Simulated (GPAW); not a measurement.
NbSi:

```xyz
2
Lattice="0.0000 2.5738 2.5738 2.5738 0.0000 2.5738 2.5738 2.5738 0.0000" Properties=species:S:1:pos:R:3 pbc="T T T"
Nb    0.0000    0.0000    0.0000
Si    2.5738    2.5738    2.5738
```

The cell was built by a generator and needn't be a form met in nature.

Base run:

```yaml
Program: GPAW 26.7.0
Functional: r2SCAN
Potentials_or_basis: GPAW PAW data sets (gpaw-data 1.2.1)
Cutoff: 600 eV
Basis: pw
k_mesh: 9 × 9 × 9
Occupations: fermi-dirac, width 0.05 eV
Spin: no spin polarisation
```

Its results: pressure -0.7 GPa.

Q: The run is repeated on the same cell with these changes: hubbard terms from none to Nb d U = 8 eV. What comes out?

A: Pressure 19.0 GPa.

Caveats: the PAW data sets were made with another functional, which shifts forces and pressure a little; U without spin polarisation on a metal has little footing (some runs); the U is typed as a test and isn't derived for this compound (some runs).
